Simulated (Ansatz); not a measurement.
**C₂H₃AlF₂O: one species, many methods**

Aim: compute C₂H₃AlF₂O with functionals from several rungs and with coupled cluster. The yardstick is the atomisation energy at the CCSD(T) limit.

Program: Ansatz 0.2.0, Gaussian basis. Level of theory: functionals in def2-TZVPP, the program's frozen cores in correlated methods. These are calculated values, not measurements.

Plan: PBE-D4, r2SCAN-D4, PBE0-D4, B3LYP-D4, ωB97X-V, ωB97M-V, B2PLYP; CCSD(T)/def2-TZVPP; MP2/def2-QZVPP; extrapolation to the limit.

## (1) The geometry

All runs share one geometry, relaxed beforehand with PBE0-D4 in a triple-zeta def2 set.

SMILES `FC1(F)O[CH]1[AlH2]`, 9 atoms, charge 0, spin multiplicity 1.

Atoms are counted from 1 here; the program's logs count them from 0.

Bond lengths: F1–C2 1.344 Å, C2–F3 1.332 Å, C2–O4 1.335 Å, C2–C5 1.450 Å, O4–C5 1.514 Å, C5–Al6 1.973 Å, C5–H7 1.090 Å, Al6–H8 1.577 Å, Al6–H9 1.583 Å. Angles: F1–C2–F3 107.6°, F1–C2–O4 116.6°, F1–C2–C5 121.2°, F3–C2–O4 117.3°, F3–C2–C5 123.1°, O4–C2–C5 65.7°, C2–O4–C5 60.8°, C2–C5–O4 53.5°, C2–C5–Al6 120.3°, C2–C5–H7 113.1°, O4–C5–Al6 115.8°, O4–C5–H7 110.3°, Al6–C5–H7 123.3°, C5–Al6–H8 119.0°, C5–Al6–H9 116.8°, H8–Al6–H9 124.2°.

## (2) PBE-D4 (GGA)

Contents of in.yaml:

```yaml
crystal:
  periodic: [false, false, false]
  atoms:
    - {symbol: F, position_ang: [1.061732, -1.648462, -0.059472]}
    - {symbol: C, position_ang: [1.089420, -0.428406, -0.623593]}
    - {symbol: F, position_ang: [2.356297, -0.156856, -0.931151]}
    - {symbol: O, position_ang: [0.165868, -0.180072, -1.555124]}
    - {symbol: C, position_ang: [0.127260, 0.591566, -0.253023]}
    - {symbol: Al, position_ang: [-1.365872, 0.155582, 0.960357]}
    - {symbol: H, position_ang: [0.500270, 1.605005, -0.401754]}
    - {symbol: H, position_ang: [-2.432515, -0.913180, 0.506038]}
    - {symbol: H, position_ang: [-1.413859, 0.928523, 2.340723]}
basis:
  gaussian: {orbitals: def2-TZVPP}
hamiltonian: {xc: pbe, dispersion: d4}
output: {forces: true, orbitals: {seedname: orbitals}}
```

Started as:

```
> ansatz run in.yaml --threads 4 --pin off --events-out ev --progress --plain --max-ram 10444MiB
```

Further steps of the session: r2SCAN-D4 (meta-GGA); PBE0-D4 (hybrid); B3LYP-D4 (hybrid); ωB97X-V (range-separated); ωB97M-V (range-separated); B2PLYP (double hybrid); CCSD(T) in def2-TZVPP; MP2 in def2-QZVPP.

**Question.** What will the summary of the whole plan be? Wanted: atomisation energy, CCSD(T)/CBS; farthest; mean size of error, hybrid; mean size of error, range-separated; gap, smallest and largest; T1 diagnostic; triples share of the correlation energy.

As calculated:

```
                               quantity                                 value
        atomisation energy, CCSD(T)/CBS                         3266.4 kJ/mol
 functionals within 16.3 kJ/mol (0.5 %)  none; nearest PBE0-D4 (+16.8 kJ/mol)
                               farthest                PBE-D4 (+134.5 kJ/mol)
             mean size of error, hybrid                           18.1 kJ/mol
    mean size of error, range-separated                           24.8 kJ/mol
              gap, smallest and largest  4.10 eV (PBE-D4), 10.75 eV (ωB97X-V)
                          T1 diagnostic                                0.0125
triples share of the correlation energy                                 3.6 %
```

**Reading.** PBE-D4 is off by +134.5 kJ/mol. Double hybrids carry the basis error of their MP2 part in triple zeta, and no dispersion term here, so their miss is partly the set-up's. Misses under about 16.3 kJ/mol are within the doubt on the reference itself, which lacks core-valence correlation, relativity and higher excitations. Hartree-Fock recovers 67 % of the binding; the rest is correlation. The gap grows from 4.1 to 10.8 eV across the functionals, mostly with the share of exact exchange.
